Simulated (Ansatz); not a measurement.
**C2H7GeO: ladder of methods at one geometry from a Python script**

How do the methods compare on C2H7GeO, in result and in cost? A script is to give a ladder of methods at one geometry; the system is C2H7GeO. SMILES: C[O][GeH][CH3].

All numbers are computed with Ansatz 0.2.0, driven from Python. The levels of theory stand in the script.

## (1) Starting point

Bond lengths: C1–O2 1.403 Å, O2–Ge3 1.800 Å, Ge3–C4 1.944 Å, C1–H5 1.109 Å, C1–H6 1.113 Å, C1–H7 1.113 Å, Ge3–H8 1.550 Å, C4–H9 1.109 Å, C4–H10 1.109 Å, C4–H11 1.109 Å. Angles (14 of 16 angles, heavy atoms first): C1–O2–Ge3 107.5°, O2–Ge3–C4 109.4°, O2–C1–H5 108.5°, O2–C1–H6 111.2°, O2–C1–H7 111.2°, O2–Ge3–H8 109.6°, C4–Ge3–H8 109.3°, Ge3–C4–H9 109.4°, Ge3–C4–H10 109.4°, Ge3–C4–H11 109.5°, H5–C1–H6 107.5°, H5–C1–H7 107.5°, H6–C1–H7 110.8°, H9–C4–H10 109.5°.

The script holds or builds the structure itself.

## (2) The code

Input file c2h7geo.py:

```python
'''One geometry of C2H7GeO, method by method.'''

import ansatz as az
from ase import Atoms


def main() -> None:
    atoms = Atoms(['C', 'O', 'Ge', 'C', 'H', 'H', 'H', 'H', 'H', 'H', 'H'], positions=[
        [-2.0561, -0.4811, 0.0089],
        [-0.7214, -0.7832, 0.3202],
        [0.2896, 0.5964, -0.24],
        [2.1665, 0.097, -0.1529],
        [-2.6959, -1.3225, 0.3453],
        [-2.1978, -0.3712, -1.0895],
        [-2.3967, 0.4332, 0.5443],
        [0.0427, 1.825, 0.6724],
        [2.3453, -0.7826, -0.8047],
        [2.4326, -0.1575, 0.8935],
        [2.7912, 0.9465, -0.4976],
    ])
    geometry = az.Crystal.molecule_from_ase(atoms)

    model = (
        geometry.calculation()
        .basis(gaussian='def2-SVP')
        .spin('collinear', total=1)
    )

    methods = ['mp2', 'ccsd', 'ccsd_t']
    reports = [model.correlation(m).run().report for m in methods]
    print(f'Hartree-Fock reference {reports[0]["reference_energy_ev"] / 27.211386246:.6f} Ha')
    best = reports[-1]['free_energy_ev'] - reports[-1]['reference_energy_ev']
    for method, each in zip(methods, reports):
        gained = each['free_energy_ev'] - each['reference_energy_ev']
        print(f'{method:8s} total {each["free_energy_ev"] / 27.211386246:.6f} Ha  correlation {gained:9.4f} eV  ({100 * gained / best:.1f} % of the last)')


if __name__ == '__main__':
    main()
```

## (3) The input behind the calls

The engine receives this input (first run):

```yaml
crystal:
  periodic: [false, false, false]
  atoms:
    - { symbol: C, position_ang: [-2.0561, -0.4811, 0.0089] }
    - { symbol: O, position_ang: [-0.7214, -0.7832, 0.3202] }
    - { symbol: Ge, position_ang: [0.2896, 0.5964, -0.24] }
    - { symbol: C, position_ang: [2.1665, 0.097, -0.1529] }
    - { symbol: H, position_ang: [-2.6959, -1.3225, 0.3453] }
    - { symbol: H, position_ang: [-2.1978, -0.3712, -1.0895] }
    - { symbol: H, position_ang: [-2.3967, 0.4332, 0.5443] }
    - { symbol: H, position_ang: [0.0427, 1.825, 0.6724] }
    - { symbol: H, position_ang: [2.3453, -0.7826, -0.8047] }
    - { symbol: H, position_ang: [2.4326, -0.1575, 0.8935] }
    - { symbol: H, position_ang: [2.7912, 0.9465, -0.4976] }
basis:
  gaussian:
    orbitals: def2-SVP
magnetization:
  spin_polarized: true
  initial_magnetization: 1.0
correlation:
  method: mp2
```

## (4) Launch

On the command line:

```
$ python c2h7geo.py
```

Standard output:

```text
Hartree-Fock reference -2229.629211 Ha
mp2      total -2230.321437 Ha  correlation  -18.8364 eV  (92.3 % of the last)
ccsd     total -2230.358899 Ha  correlation  -19.8558 eV  (97.3 % of the last)
ccsd_t   total -2230.379178 Ha  correlation  -20.4076 eV  (100.0 % of the last)
```

Wall time 2.7 min (1 thread of Arm Neoverse V1, shared host); peak memory 1.3 GiB.

## (5) Inputs of later runs

The engine's inputs for the other runs:

Run 2, against run 1:

```diff
@@ -22 +22 @@
-  method: mp2
+  method: ccsd
```

Run 3, against run 1:

```diff
@@ -22 +22 @@
-  method: mp2
+  method: ccsd_t
```

Lines on the test bed's own set-up are left out of the output.

## (6) The engine's runs

One row for each of the 3 runs:

| run | method | energy (eV) | <S²> | iterations in all | CPU time (s) |
| --- | --- | --- | --- | --- | --- |
| 1 | mp2 | -60690.1381 | 0.75 | 14 | 3.5 |
| 2 | ccsd | -60691.1575 | 0.75 | 21 | 52 |
| 3 | ccsd_t | -60691.7093 | 0.75 | 21 | 110 |

Correlation energies (total less mean field):

| method | correlation (eV) | share of the last | miss against the last (eV) | CPU time (s) |
| --- | --- | --- | --- | --- |
| mp2 | -18.836 | 92.3 % | +1.571 | 3.5 |
| ccsd | -19.856 | 97.3 % | +0.552 | 52 |
| ccsd_t | -20.408 | 100.0 % | +0.000 | 110 |

## (7) Results

```
                    quantity       value
               runs compared           3
correlation energy, last run  -20.408 eV
```

What this shows: mp2 catches 92 % of the correlation energy of ccsd_t. In CPU time, run 3 (ccsd_t) cost about 30 times as much as run 1 (mp2). What to keep in mind:
- The geometry is a force-field or estimated start, not a minimum of this method, and the basis set is short of its limit. A lower total doesn't mark the better method: functionals have no common bound, and MP2 and coupled cluster aren't variational.
- The species is open-shell (spin multiplicity 2).
- Inner cores stay frozen; a filled d shell under the valence of the heavier atoms is correlated with it.
